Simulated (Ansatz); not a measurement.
Below is the output of a Python script on Ansatz 0.2.0, Python API that makes harmonic frequencies at the relaxed geometry of CH₆BClGe, SMILES ClC[BH][GeH3]. Write a script that gives it. Settings (for the species named): B3LYP, def2-SVP basis, multiplicity 1.

```yaml
atoms:
  - { symbol: Cl, position_ang: [-0.9926, 2.5767, 0.3724] }
  - { symbol: C, position_ang: [0.1983, 1.3743, 0.6196] }
  - { symbol: B, position_ang: [-0.5016, -0.0586, 0.5494] }
  - { symbol: Ge, position_ang: [0.1865, -1.3948, -0.8294] }
  - { symbol: H, position_ang: [0.9815, 1.4596, -0.1838] }
  - { symbol: H, position_ang: [0.6696, 1.5410, 1.6141] }
  - { symbol: H, position_ang: [-1.2869, -0.3458, 1.3411] }
  - { symbol: H, position_ang: [-0.6641, -2.6952, -0.6582] }
  - { symbol: H, position_ang: [-0.1324, -0.8040, -2.1974] }
  - { symbol: H, position_ang: [1.6248, -1.7044, -0.6249] }
```

```console
$ python run_freq.py
INFO pair        before    after (A)
Cl0-C1       1.7103   1.8551
C1-B2        1.5962   1.5675
C1-H4        1.1252   1.0961
C1-H5        1.1131   1.0965
B2-Ge3       2.0396   2.0737
B2-H6        1.1515   1.2051
Ge3-H7       1.5633   1.5454
Ge3-H8       1.5239   1.5485
Ge3-H9       1.4854   1.5502
frequencies (1/cm): 88 98 201 228 447 482 570 612 772 823 840 892 897 985 1035 1108 1184 1451 2093 2100 2114 2624 3107 3190
imaginary modes: 0  zero-point energy: 1.7321 eV
INFO T (K)   F_vib (eV)   S_vib (meV/K)   C_vib (meV/K)
INFO  298.1      1.6454        0.6438          0.7180
INFO  398.1      1.5690        0.8821          0.9328
INFO  498.1      1.4693        1.1103          1.1040
```

The script that was run (others could print the same):

`run_freq.py`
```python
"""Harmonic frequencies of CH6BClGe at its relaxed geometry."""

import itertools
import logging
import sys

import ansatz
from ase.data import atomic_numbers, covalent_radii
import numpy as np

logging.basicConfig(stream=sys.stdout, format="%(levelname)s %(message)s")
log = logging.getLogger("run")
log.setLevel(logging.INFO)

params = {
    "basis": "def2-SVP",
    "xc": "b3lyp",
}

GEOMETRY = """
Cl   -0.99260    2.57670    0.37240
C     0.19830    1.37430    0.61960
B    -0.50160   -0.05860    0.54940
Ge    0.18650   -1.39480   -0.82940
H     0.98150    1.45960   -0.18380
H     0.66960    1.54100    1.61410
H    -1.28690   -0.34580    1.34110
H    -0.66410   -2.69520   -0.65820
H    -0.13240   -0.80400   -2.19740
H     1.62480   -1.70440   -0.62490
"""

system = ansatz.Crystal.molecule()
for line in GEOMETRY.strip().splitlines():
    symbol, *xyz = line.split()
    system = system.atom(symbol, [float(v) for v in xyz])

calc = (
    system.calculation()
    .basis(gaussian=params["basis"])
    .functional(params["xc"])
)
symbols = [site.symbol for site in system.cartesian_sites]
start = np.array([site.position_ang for site in system.cartesian_sites], dtype=float)
report = calc.relax(force_tolerance=0.003).run(threads=1).report
end = np.array(report["positions_ang"])

# pairs closer than 1.2 times the sum of covalent radii, before or after
radius = [covalent_radii[atomic_numbers[s]] for s in symbols]
span = lambda where, i, j: np.linalg.norm(where[i] - where[j])
bonded = [(i, j) for i, j in itertools.combinations(range(len(symbols)), 2) if min(span(start, i, j), span(end, i, j)) < 1.2 * (radius[i] + radius[j])]
log.info("pair        before    after (A)")
for i, j in bonded:
    print(f"{symbols[i]}{i}-{symbols[j]}{j}".ljust(10), f"{span(start, i, j):8.4f} {span(end, i, j):8.4f}")

# frequencies need a stationary point, so they are taken at the relaxed geometry
minimum = ansatz.Crystal.molecule()
for symbol, place in zip(symbols, end):
    minimum = minimum.atom(symbol, place.tolist())
vibrating = (
    minimum.calculation()
    .basis(gaussian=params["basis"])
    .functional(params["xc"])
    .phonons(temperatures=(298.15, 498.15, 100))
)
vib = vibrating.run(threads=1).report["vibrations"]
sums = vib["harmonic_sums"]
modes = [m["omega_inv_cm"] for m in sums["modes_at_gamma"] if m["rigid_motion"] == "no"]
print("frequencies (1/cm):", " ".join(f"{w:.0f}" for w in modes))
print("imaginary modes:", sum(w < 0 for w in modes), " zero-point energy:", round(sums["zero_point_energy_ev"], 4), "eV")
log.info("T (K)   F_vib (eV)   S_vib (meV/K)   C_vib (meV/K)")
for row in zip(sums["temperatures_k"], sums["vibrational_free_energy_ev"], vib["entropy_ev_per_k"], vib["heat_capacity_ev_per_k"]):
    log.info(f"{row[0]:6.1f} {row[1]:11.4f} {1000 * row[2]:13.4f} {1000 * row[3]:15.4f}")
```

Caveats:
- The settings weren't tested for convergence.
- The frequencies are harmonic and unscaled, in a modest basis. The result belongs to the one conformer reached from this start, and soft torsions count as harmonic oscillators.
- b3lyp holds the VWN-RPA fit, as in Gaussian; the form of ORCA and Turbomole is b3lyp5.
- Timing: 12 min on 1 thread of Arm Neoverse N1, on a shared host, peak memory 0.33 GiB.
